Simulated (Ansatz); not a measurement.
**CHGe2 (doublet): the correlation ladder, cc-pVDZ**

Aim: climb from Hartree-Fock through coupled cluster and multireference methods for CHGe2 (doublet) at one geometry and basis, and see what each rung misses.

Method: cc-pVDZ, core rule «outside noble gas», up to 29 orbitals frozen; program: Ansatz 0.2.0, Gaussian basis.

To be run: UHF; CCSD(T) on ROHF; CCSD(T) on UHF; BCCD(T) on ROHF; CISD as a restricted active space (open shells left free, so some higher excitations enter); CCSDT(Q) on ROHF; CCSDT(Q) on UHF; CASSCF and MRCISD+Q, 9 electrons in 9 orbitals; CASSCF and MRCISD+Q(relaxed), 9 electrons in 9 orbitals; CASSCF and NEVPT2, 9 electrons in 9 orbitals.

19 further runs of the same task are left out: 10 that didn't finish, 9 set aside as unsound or not needed. Runs told in other sessions of the task aren't counted.

## (1) The system

The geometry is a PBE0/def2-TZVP stationary point (not a proven minimum). No spin-orbit coupling is included. The filled d shell of Ge may be among the frozen orbitals whatever the setting's name suggests.

4 atoms, charge 0, spin multiplicity 2.

Atoms are counted from 1 here; the program's logs count them from 0.

Bond lengths: C1–Ge2 1.859 Å, C1–Ge3 1.859 Å, Ge2–H4 1.805 Å, Ge3–H4 1.805 Å. Angles: Ge2–C1–Ge3 97.3°, C1–Ge2–H4 80.8°, C1–Ge3–H4 80.8°, Ge2–H4–Ge3 101.2°.

## (2) UHF

The input, in.yaml:

```yaml
crystal:
  periodic: [false, false, false]
  atoms:
    - {symbol: C, position_ang: [0.000000, 1.142498, 0.000000]}
    - {symbol: Ge, position_ang: [0.000000, -0.085908, 1.395128]}
    - {symbol: Ge, position_ang: [0.000000, -0.085908, -1.395128]}
    - {symbol: H, position_ang: [0.000000, -1.231762, 0.000000]}
basis:
  gaussian: {orbitals: cc-pVDZ}
magnetization: {spin_polarized: true, initial_magnetization: 1}
hamiltonian: {xc: hf}
output: {orbitals: {seedname: orbitals}}
```

Launch:

```
$ ansatz run in.yaml --threads 1 --pin off --events-out ev --progress --plain --max-ram 2393MiB
```

After this run come: CCSD(T) on ROHF; CCSD(T) on UHF; BCCD(T) on ROHF; CISD as a restricted active space (open shells left free, so some higher excitations enter); CCSDT(Q) on ROHF; CCSDT(Q) on UHF; CASSCF and MRCISD+Q, 9 electrons in 9 orbitals; CASSCF and MRCISD+Q(relaxed), 9 electrons in 9 orbitals; CASSCF and NEVPT2, 9 electrons in 9 orbitals.

**Question.** What will the summary of the whole plan be? Wanted: UCCSDT(Q) from the RHF energy; RMP2 from UCCSDT(Q); UMP2 from UCCSDT(Q); RCCSD from UCCSDT(Q); RCCSD(T) from UCCSDT(Q); UCCSD(T) from UCCSDT(Q); RCCSDT(Q) from UCCSDT(Q); MRCISD+Q frontier from UCCSDT(Q); MRCISD+Q(relaxed) frontier from UCCSDT(Q).

The runs gave:

| quantity | value |
| --- | --- |
| UCCSDT(Q) from the ROHF energy | -8.7949 eV |
| RMP2 from UCCSDT(Q) | +1399.7 meV |
| UMP2 from UCCSDT(Q) | +1499.2 meV |
| RCCSD from UCCSDT(Q) | +549.3 meV |
| RCCSD(T) from UCCSDT(Q) | +87.9 meV |
| UCCSD(T) from UCCSDT(Q) | +95.2 meV |
| RCCSDT(Q) from UCCSDT(Q) | +4.1 meV |
| MRCISD+Q frontier from UCCSDT(Q) | +157.9 meV |
| MRCISD+Q(relaxed) frontier from UCCSDT(Q) | +107.5 meV |
| levels within 1 kcal/mol (43 meV) | RCCSDT(Q) |
| T1 diagnostic | 0.032 |

In words: RCCSD(T) misses by +87.9 meV, 1.0 % of the correlation energy. Of the multireference levels listed MRCISD+Q(relaxed) frontier comes nearest in total energy (+107.5 meV), which doesn't show that its space is the better one. These misses are within one basis, not against nature; the frozen cores of restricted and unrestricted runs differ, which can shift their rows.
